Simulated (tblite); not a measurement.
# B2H8Si2Sn: the cost of one run

Computed with tblite 0.8.0 and PySCF 2.14.0; each step states its level. No surroundings beyond the atoms listed, unless a continuum is named. Atoms count from 0, parts from 1.

### Step 1. Starting point

13 atoms, charge 0, multiplicity 1; geometry: distance geometry start.

### Step 2. Relaxing the cluster with GFN2-xTB

What the job is given:

```
{"job": {"kind": "relax", "xc": "GFN2-xTB", "basis": "xTB"}, "charge": 0, "multiplicity": 1}
Sn    -0.770389    -0.022912    -2.561167
B     -0.858610     2.201125    -2.708152
Si     0.090300     3.192471    -1.316680
B     -0.510255    -2.202811    -2.040100
Si    -0.175283    -2.616194    -0.166537
H     -1.868389     2.630631    -2.996014
H      1.466005     3.256869    -1.630370
H     -0.041886     2.506782    -0.062780
H     -0.440830     4.487971    -1.216707
H      0.103666    -2.807655    -2.802898
H     -1.015540    -3.716400     0.225115
H     -0.486719    -1.471799     0.632760
H      1.162747    -2.987449     0.018816
```

Level: GFN2-xTB geometry optimisation, gas phase.

Run with:

```console
> OMP_NUM_THREADS=1 python cluster_run.py task.json out
```

This one command runs all jobs of the session in turn.

Q: Estimate the wall time of this first job on 1 thread of Arm Neoverse V2, shared host.

About 2.3 s.
